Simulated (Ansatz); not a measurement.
# NiB3Au: a trial structure relaxed

Where does NiB3Au go from the start given, cubic perovskite type (Pm-3m, No. 221)?

Method: DFT r2SCAN, scalar-relativistic, plane waves, PAW, in Ansatz 0.2.0.

## 1. The starting structure

The structure is cubic, space group Pm-3m (No. 221). Conventional cell: a = 3.559 Å, b = 3.559 Å, c = 3.559 Å, α = 90.00°, β = 90.00°, γ = 90.00°. Ni (site symmetry m-3m) is surrounded by 12 B at 2.52 Å. Around B (site symmetry 4/mmm) lie 2 Au at 1.78 Å and 4 Ni at 2.52 Å. Au (site symmetry m-3m) has 6 B at 1.78 Å in its first shell of neighbours.

As a file:

```
Ni B Au
1.0
     3.55923    0.00000    0.00000
     0.00000    3.55923    0.00000
     0.00000    0.00000    3.55923
Ni B Au
1 3 1
Direct
  0.00000 0.00000 0.00000
  0.00000 0.50000 0.50000
  0.50000 0.00000 0.50000
  0.50000 0.50000 0.00000
  0.50000 0.50000 0.50000
```

(A quick probe on a coarse mesh, which set the mesh and smearing, is not shown.)

## 3. Coarse relaxation

Contents of input.yaml:

```yaml
crystal:
  lattice:
    - [3.5592310365, 0.0, 0.0]
    - [0.0, 3.5592310365, 0.0]
    - [0.0, 0.0, 3.5592310365]
  atoms:
    - { symbol: Ni, position: [0.0, 0.0, 0.0] }
    - { symbol: B, position: [0.0, 0.5, 0.5] }
    - { symbol: B, position: [0.5, 0.0, 0.5] }
    - { symbol: B, position: [0.5, 0.5, 0.0] }
    - { symbol: Au, position: [0.5, 0.5, 0.5] }
basis:
  ecutwfc: 500
kpoints:
  mp_grid: { grid: [6, 6, 6] }
hamiltonian:
  xc: r2scan
scf:
  occupations: { method: gaussian, width: 0.1 }
  lower_state_search: "off"
output:
  forces: true
  stress: true
  eigenvalues: true
relax:
  adjacent_minimum: "off"
  f_tol: 0.04
  max_steps: 70
  cell: { stress_tol: 0.4 }
```

Command:

```sh
ansatz run input.yaml --threads 1 --pin off --max-ram 2560MiB --backend cpu --events-out ev --progress --plain --runs-dir out
```

The session goes on with these runs: full relaxation.

Q: Predict the outcome of this session.

**Answer**, as computed:

Formation energies count from the elements, computed with the same settings in runs not shown here.

| quantity | value |
| --- | --- |
| cell | a = 4.109 Å, b = 4.109 Å, c = 4.109 Å, α = 90.00°, β = 90.00°, γ = 90.00° |
| space group | Pm-3m (No. 221) |
| volume | 13.88 Å³/atom |
| gap on the mesh | none (metal) |
| formation energy from the elements | +2.035 eV/atom |

The space group stayed Pm-3m, and from the first guess the volume went from 9.02 to 13.88 Å³/atom. The formation energy of +2.04 eV/atom is positive, so the elements lie lower than this structure; another structure of the compound can lie lower. The magnetic state reached may not be the lowest one. Spin-orbit coupling is left out for Au. The small moment in this metal comes from r2SCAN alone, which enlarges such moments; no other functional was run here. Some metallic runs here have no spin polarisation while others do; where cell and settings agree, the difference is what magnetism gains.
